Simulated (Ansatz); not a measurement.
# GeH₂O: a ladder of functionals and wavefunction methods

How much do the methods differ for GeH₂O? The plan is to run it at one geometry with functionals of several rungs and with coupled cluster. The yardstick is the atomisation energy at the CCSD(T) limit.

Computed with Ansatz 0.2.0, Gaussian basis. Level: functionals in def2-TZVPP, the program's frozen cores in correlated methods.

Plan: LDA (SPW92), PBE-D4, revPBE-D4, BLYP-D4, r2SCAN-D4, B97M-V, PBE0-D4, B3LYP-D4, r2SCANh-D4, r2SCAN0-D4, HSE06-D4, BHLYP-D4, CAM-B3LYP-D4, LC-ωPBE, ωB97X-V, ωB97M-V, B2PLYP, PBE-QIDH; CCSD(T)/def2-SVP; CCSD(T)/def2-TZVPP; CCSD(T)/def2-QZVPP; extrapolation to the limit; RPA on PBE.

### 1 Structure used throughout

An earlier PBE0-D4 in a triple-zeta def2 set relaxation fixed the geometry.

SMILES `[OH][GeH]`, 4 atoms, charge 0, spin multiplicity 1.

Atoms are counted from 1 here; the program's logs count them from 0.

Bond lengths: O1–Ge2 1.791 Å, O1–H3 0.961 Å, Ge2–H4 1.599 Å. Angles: Ge2–O1–H3 111.5°, O1–Ge2–H4 92.3°.

Geometry (Å):

```xyz
4
GeH2O
O    -0.12232   -0.66223    0.51628
Ge    0.51165    0.56606   -0.62192
H     0.54350   -1.32222    0.72886
H    -0.87733    1.35810   -0.64353
```

### 2 LDA

This LDA is Slater exchange with PW92 correlation.

File in.yaml:

```yaml
crystal:
  periodic: [false, false, false]
  atoms:
    - {symbol: O, position_ang: [-0.122321, -0.662233, 0.516285]}
    - {symbol: Ge, position_ang: [0.511645, 0.566057, -0.621920]}
    - {symbol: H, position_ang: [0.543504, -1.322222, 0.728865]}
    - {symbol: H, position_ang: [-0.877329, 1.358099, -0.643530]}
basis:
  gaussian: {orbitals: def2-TZVPP}
hamiltonian: {xc: lda}
output: {orbitals: {seedname: orbitals}}
```

Run with:

```console
> ansatz run in.yaml --threads 2 --pin off --events-out ev --progress --plain --max-ram 20480MiB --backend cpu
```

Further steps of the session: PBE-D4 (GGA); revPBE-D4 (GGA); BLYP-D4 (GGA); r2SCAN-D4 (meta-GGA); B97M-V (meta-GGA); B3LYP-D4 (hybrid); r2SCANh-D4 (hybrid); r2SCAN0-D4 (hybrid); HSE06-D4 (hybrid); BHLYP-D4 (hybrid); CAM-B3LYP-D4 (range-separated); LC-ωPBE (range-separated); ωB97X-V (range-separated); ωB97M-V (range-separated); B2PLYP (double hybrid); PBE-QIDH (double hybrid); CCSD(T) in def2-SVP; CCSD(T) in def2-TZVPP; CCSD(T) in def2-QZVPP; RPA on PBE orbitals.

**Question.** What will the summary of the whole plan be? Wanted: atomisation energy, CCSD(T)/CBS; farthest beyond LDA; mean size of error, GGA; mean size of error, meta-GGA; mean size of error, hybrid; mean size of error, range-separated; mean size of error, double hybrid; gap, smallest and largest; T1 diagnostic.

The runs gave:

| quantity | value |
| --- | --- |
| atomisation energy, CCSD(T)/CBS | 1189.3 kJ/mol |
| functionals within 11.9 kJ/mol (1.0 %) | PBE-D4, BLYP-D4, B97M-V, CAM-B3LYP-D4, ωB97X-V |
| farthest beyond LDA | BHLYP-D4 (-76.2 kJ/mol) |
| mean size of error, GGA | 12.9 kJ/mol |
| mean size of error, meta-GGA | 9.8 kJ/mol |
| mean size of error, hybrid | 42.9 kJ/mol |
| mean size of error, range-separated | 18.0 kJ/mol |
| mean size of error, double hybrid | 36.2 kJ/mol |
| gap, smallest and largest | 2.42 eV (LDA (SPW92)), 9.30 eV (LC-ωPBE) |
| T1 diagnostic | 0.0156 |
| triples share of the correlation energy | 3.6 % |

What this shows: The LDA atomisation energy is off by 187.1 kJ/mol (16 %): it overbinds. PBE-D4 is off by +7.5 kJ/mol. Double hybrids carry the basis error of their MP2 part in triple zeta, and no dispersion term here, so their miss is partly the set-up's. Taken by rung, meta-GGA functionals do best (9.8 kJ/mol on average) and hybrid ones worst beyond LDA (42.9 kJ/mol). The gap between the best rungs is small, so their order is not settled. The mean of the hybrids holds BHLYP, with half exact exchange. The reference freezes the cores and leaves out relativity and excitations past (T), and its outer-core shells are covered unevenly, so misses under about 11.9 kJ/mol can't be ranked. Hartree-Fock recovers 63 % of the binding; the rest is correlation. CCSD(T) in def2-SVP is off by -113.6 kJ/mol, worse than the median functional, from the basis alone. Orbital gaps span 2.4 to 9.3 eV; exact exchange widens them. Correlated methods include outer-core shells of Ge, which these sets cover unevenly.
